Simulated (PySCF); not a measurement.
# TlS: bond curves at several levels of theory

One job finds the state of TlS, follows it along the bond with each method and fits the curves.

Program: PySCF 2.14.0. Level of theory: Tl x2c-TZVPPall, S x2c-TZVPPall, spin-free X2C with a Gaussian nucleus. These are calculated values, not measurements.

### Step 1. The job

Settings of the job:

```json
{
 "atoms": "Tl, S",
 "charge": "0",
 "basis": "Tl x2c-TZVPPall, S x2c-TZVPPall",
 "Hamiltonian": "spin-free X2C with a Gaussian nucleus",
 "basis functions": "125",
 "electrons treated": "97",
 "masses in u": "204.9744, 31.9721",
 "levels": "PBE0, PBE, r²SCAN, TPSS, MN15, PW91, LDA, ωB97M-V, HF, MP2, SCS-MP2, CCSD, CCSD(T)",
 "grid": "80 radial by 434 angular points",
 "occupations": "held fixed by the projection of orbital angular momentum",
 "dissociation limit": "Tl + S, each in its ground configuration",
 "starting distance in angstrom": "2.415",
 "values of 2S to try": "1, 3"
}
```

Run with:

```
> OMP_NUM_THREADS=2 python dia.py task.json out
```

The runs that follow: First curve: PBE0; Other states along the same grid; PBE (GGA); r²SCAN; TPSS; MN15; PW91 (GGA); LDA (local density); ωB97M-V (range-separated hybrid); UHF (mean field); MP2 and coupled cluster.

**Question.** What will these runs give? Wanted: for each run, Re; ωe; De; μ.

As calculated:

Lowest PBE0 solution found, without spin–orbit coupling: doublet, unpaired electrons π ↑. State 2 has its PBE0 minimum 0.13 eV higher. State 3 has its PBE0 minimum 2.96 eV higher. The other levels ran on the lowest alone.

| level | Re (Å) | ωe (cm⁻¹) | De (eV) | μ (D) |
| --- | --- | --- | --- | --- |
| UHF | 2.615 | 260.7 | 1.78 | -4.17 |
| UHF-MP2 | 2.579 | 273.7 | 2.88 | n/a |
| UHF-SCS-MP2 | 2.600 | 267.2 | 2.82 | n/a |
| UHF-CCSD | 2.595 | 268.8 | 2.69 | n/a |
| UHF-CCSD(T) | 2.595 | 268.8 | 2.81 | n/a |
| LDA | 2.537 | 280.1 | 3.75 | -2.95 |
| PBE | 2.599 | 259.9 | 3.23 | -3.39 |
| PW91 | 2.597 | 260.7 | 3.26 | -3.37 |
| TPSS | 2.604 | 259.3 | 3.18 | -3.58 |
| r²SCAN | 2.574 | 271.0 | 3.18 | -3.44 |
| PBE0 | 2.579 | 269.1 | 3.06 | -3.57 |
| MN15 | 2.555 | 273.7 | 3.06 | -3.44 |
| ωB97M-V | 2.565 | 275.7 | 3.07 | -3.58 |

De is counted to Tl + S in their ground configurations. A positive dipole means Tl(−)S(+).

Differences from CCSD(T) in the same basis:

| level | Re (mÅ) | ωe (%) |
| --- | --- | --- |
| UHF | +20 | -3.0 |
| UHF-MP2 | -16 | +1.8 |
| UHF-SCS-MP2 | +5 | -0.6 |
| UHF-CCSD | 0 | 0.0 |
| LDA | -58 | +4.2 |
| PBE | +4 | -3.3 |
| PW91 | +2 | -3.0 |
| TPSS | +9 | -3.5 |
| r²SCAN | -21 | +0.8 |
| PBE0 | -16 | +0.1 |
| MN15 | -40 | +1.8 |
| ωB97M-V | -30 | +2.6 |

In words: Judged by CCSD(T) in the same basis: best bond length UHF-CCSD (0 mÅ), worst LDA (-58 mÅ); best wavenumber UHF-CCSD (0.0 %), worst LDA (+4.2 %). Of the levels with a De here, UHF gives the least (1.78 eV) and LDA the most (3.75 eV).

Correlated steps freeze 39 core orbitals. These are scalar-relativistic numbers at best; spin–orbit coupling would shift them, the dissociation energy most. With spin–orbit coupling the term label itself may not hold.
